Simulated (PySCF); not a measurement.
# WF5 (SMILES [F][W]([F])([F])([F])[F]) at UMP2/ANO-RCC-MB (sfX2C)

Aim: the vertical doublet–quartet gap of WF5 at UMP2/ANO-RCC-MB (sfX2C), from 2 runs. 

The calculation is run with PySCF 2.14.0.

### Step 1. Starting point

WF5 has 6 atoms, charge 0, and is taken as a doublet. SMILES: `[F][W]([F])([F])([F])[F]`. The shape comes from GFN2-xTB, which is rough for such elements, and wasn't checked as a minimum.

Bond lengths: W1–F2 1.843 Å, W1–F3 1.841 Å, W1–F4 1.828 Å, W1–F5 1.900 Å, W1–F6 1.902 Å. Angles: F2–W1–F3 164.3°, F2–W1–F4 82.2°, F2–W1–F5 110.3°, F2–W1–F6 81.7°, F3–W1–F4 82.1°, F3–W1–F5 82.0°, F3–W1–F6 110.7°, F4–W1–F5 140.8°, F4–W1–F6 139.1°, F5–W1–F6 80.1°.

### Step 2. A single-point energy at UMP2/ANO-RCC-MB (sfX2C)

Input file calc.py:

```python
from pyscf import gto, scf, mp

mol = gto.M(
    atom='''
W      0.096660     0.005360    -0.000050
F      0.331670    -0.258480     1.808950
F      0.363660     0.277860    -1.801350
F      1.924450    -0.004200     0.013070
F     -1.367790     1.175260    -0.311570
F     -1.348650    -1.195810     0.290950
''',
    spin=1,
    max_memory=1860,
    basis='ano-rcc-mb',
    verbose=3,
)

hf = scf.UHF(mol)
hf = hf.x2c()
hf.conv_tol = 1e-10
hf.kernel()
if not hf.converged:
    hf = hf.newton().run(hf.mo_coeff, hf.mo_occ)

pt = mp.MP2(hf, frozen=35).run()
etot = pt.e_tot
print('Final energy', etot)
```

Run with:

```bash
$ OMP_NUM_THREADS=1 python calc.py
```

What it wrote:

```text
converged SCF energy = -16637.6788848065  <S^2> = 0.75430498  2S+1 = 2.0043004
E(UMP2) = -16637.9050615061  E_corr = -0.226176699574026
E(SCS-UMP2) = -16637.8913788155  E_corr = -0.212494008995716
Final energy -16637.905061506102
```

It took 34 s on 1 thread of Arm Neoverse V2, shared host; peak memory 0.23 GiB.

### Step 3. The quartet at the same level

Input file input.py:

```python
from pyscf import gto, scf, mp

system = gto.M(
    atom=[
    ('W', (0.096660, 0.005360, -0.000050)),
    ('F', (0.331670, -0.258480, 1.808950)),
    ('F', (0.363660, 0.277860, -1.801350)),
    ('F', (1.924450, -0.004200, 0.013070)),
    ('F', (-1.367790, 1.175260, -0.311570)),
    ('F', (-1.348650, -1.195810, 0.290950)),
],
    verbose=4,
    basis='ano-rcc-mb',
    max_memory=1860,
    spin=3,
)

hf = scf.UHF(system)
hf = hf.sfx2c1e()
hf.conv_tol = 1e-10
hf.kernel()
if not hf.converged:
    hf = hf.newton().run(hf.mo_coeff, hf.mo_occ)

pt = mp.MP2(hf, frozen=35).run()
etot = pt.e_tot
print('E = %.10f Eh' % etot)
```

Run with:

```bash
$ OMP_NUM_THREADS=1 python input.py
```

What it wrote:

```text
PySCF version 2.14.0

[INPUT] num. atoms = 6
[INPUT] num. electrons = 119
[INPUT] charge = 0
[INPUT] spin (= nelec alpha-beta = 2S) = 3
[INPUT] symmetry False subgroup None
[INPUT] Mole.unit = angstrom
[INPUT] Symbol           X                Y                Z      unit          X                Y                Z       unit  Magmom
[INPUT]  1 W      0.096660000000   0.005360000000  -0.000050000000 AA    0.182660927200   0.010128932028  -0.000094486306 Bohr   0.0
[INPUT]  2 F      0.331670000000  -0.258480000000   1.808950000000 AA    0.626765463734  -0.488456408678   3.418420073032 Bohr   0.0
[INPUT]  3 F      0.363660000000   0.277860000000  -1.801350000000 AA    0.687217802459   0.525079300972  -3.404058154485 Bohr   0.0
[INPUT]  4 F      1.924450000000  -0.004200000000   0.013070000000 AA    3.636683440419  -0.007936849723   0.024698720448 Bohr   0.0
[INPUT]  5 F     -1.367790000000   1.175260000000  -0.311570000000 AA   -2.584748495919   2.220919525156  -0.588781968631 Bohr   0.0
[INPUT]  6 F     -1.348650000000  -1.195810000000   0.290950000000 AA   -2.548579137895  -2.259753397016   0.549815815942 Bohr   0.0

nuclear repulsion = 1098.33992890565
number of shells = 14
number of NR pGTOs = 444
number of NR cGTOs = 68
basis = ano-rcc-mb
ecp = {}

[... 24 lines left out ...]
[... the frontier-level lines of each cycle are left out ...]
[... 79 lines left out ...]
SCF not converged.
SCF energy = -16637.4871987218 after 50 cycles  <S^2> = 3.8206526  2S+1 = 4.0351717
[... 23 lines left out ...]
max. SCF cycles = 50
direct_scf = True
direct_scf_tol = 1e-13
max_cycle_inner = 12
max_stepsize = 0.05
ah_start_tol = 1e+09
ah_level_shift = 0
ah_conv_tol = 1e-12
ah_lindep = 1e-14
ah_start_cycle = 1
ah_max_cycle = 40
ah_grad_trust_region = 2.5
kf_interval = 4
kf_trust_region = 5
canonicalization = True
Set conv_tol_grad to 1e-05
Initial guess E= -16637.4871987218  |g|= 0.00609525
macro= 0  E= -16637.4873902227  delta_E= -0.000191501  |g|= 0.00609525  1 KF 7 JK
macro= 1  E= -16637.4985176344  delta_E= -0.0111274  |g|= 0.0164528  3 KF 19 JK
macro= 2  E= -16637.5223717756  delta_E= -0.0238541  |g|= 0.105371  3 KF 19 JK
macro= 3  E= -16637.5292327339  delta_E= -0.00686096  |g|= 0.03153  2 KF 7 JK
macro= 4  E= -16637.5364800985  delta_E= -0.00724736  |g|= 0.0109591  5 KF 26 JK
macro= 5  E= -16637.5372432458  delta_E= -0.000763147  |g|= 0.000207869  5 KF 24 JK
macro= 6  E= -16637.5372433135  delta_E= -6.77501e-08  |g|= 1.89299e-05  2 KF 17 JK
macro= 7  E= -16637.5372433135  delta_E= -3.63798e-12  |g|= 2.36434e-06  1 KF 2 JK
Canonicalize SCF orbitals
macro X = 8  E=-16637.5372433135  |g|= 2.36434e-06  total 23 KF 130 JK
converged SCF energy = -16637.5372433135  <S^2> = 3.7661851  2S+1 = 4.0080844

******** <class 'pyscf.mp.ump2.UMP2'> ********
nocc = (np.int64(26), np.int64(23)), nmo = (33, 33)
frozen orbitals 35
E(UMP2) = -16637.7062865521  E_corr = -0.169043238526242
E(SCS-UMP2) = -16637.6955065726  E_corr = -0.158263259029788
E_corr(same-spin) = -0.0514484160019648
E_corr(oppo-spin) = -0.117594822524277
E = -16637.7062865521 Eh
```

Wall time 37 s (1 thread of Arm Neoverse V2, shared host); peak memory 0.23 GiB.

### Step 4. What came out

Level: UMP2/ANO-RCC-MB (sfX2C), 35 core orbitals frozen.

| quantity | value |
| --- | --- |
| doublet: total energy | -16637.90506 Eh |
| doublet: dipole moment (Hartree–Fock density) | 1.05 D |
| doublet: HOMO energy (Hartree–Fock orbitals) (highest over α and β) | -13.85 eV |
| doublet: LUMO energy (Hartree–Fock orbitals) (lowest over α and β) | -2.70 eV |
| doublet: correlation energy (35 core orbitals frozen) | -226.2 mEh |
| doublet: ⟨S²⟩ of the reference determinant | 0.754 |
| quartet: total energy | -16637.70629 Eh |
| quartet: dipole moment (Hartree–Fock density) | 4.85 D |
| quartet: HOMO energy (Hartree–Fock orbitals) (highest over α and β) | -11.60 eV |
| quartet: LUMO energy (Hartree–Fock orbitals) (lowest over α and β) | -5.45 eV |
| quartet: correlation energy (35 core orbitals frozen) | -169.0 mEh |
| quartet: ⟨S²⟩ of the reference determinant | 3.766 |
| vertical energy of the quartet above the doublet | 5.409 eV |

**Reading.** At this shape the quartet lies 5.41 eV (522 kJ/mol) above the doublet. In a minimal basis such a difference can be off by several eV, whatever the method. Mulliken charges (doublet) of the mean-field density run from -0.45 on F4 to +2.24 on W1; they depend strongly on the basis.
